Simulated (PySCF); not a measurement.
# C6H7PS: the cost of one run

Programs: PySCF 2.14.0, with routines of our own; each step states its level. All values are computed. Atoms count from 0.

### Step 1. The system as given

15 atoms, charge 0, multiplicity 1; geometry from: GFN2-xTB.

### Step 2. Geometry optimisation at B3LYP/def2-SV(P)

What the job is given:

```
{"job": {"xc": "B3LYP", "basis": "def2-SV(P)", "grid": 1, "kind": "geom"}, "charge": 0, "multiplicity": 1}
C     -2.582401     1.537368     0.437765
C     -2.284064     0.466087    -0.005184
C     -1.888309    -0.836533    -0.473574
P     -0.522241    -1.514814     0.571232
S     -0.026400    -3.343824     0.192607
C      0.773616    -0.340017     0.423856
C      1.798695     0.265890     0.224759
C      2.976908     1.068397     0.023002
H     -2.862906     2.480092     0.801474
H     -2.722191    -1.546809    -0.429968
H     -1.518802    -0.797240    -1.505209
H     -0.991810    -1.245232     1.861482
H      3.572941     0.644236    -0.784658
H      2.698079     2.089439    -0.235937
H      3.574471     1.080949     0.933991
```

Started as:

```console
> OMP_NUM_THREADS=1 python excited_run.py task.json out
```

This one command runs all jobs of the session in turn.

Q: Estimate the wall time and peak memory of this first job on 1 thread of Arm Neoverse V2, shared host.

About 27 s, with a peak of 0.6 GiB.
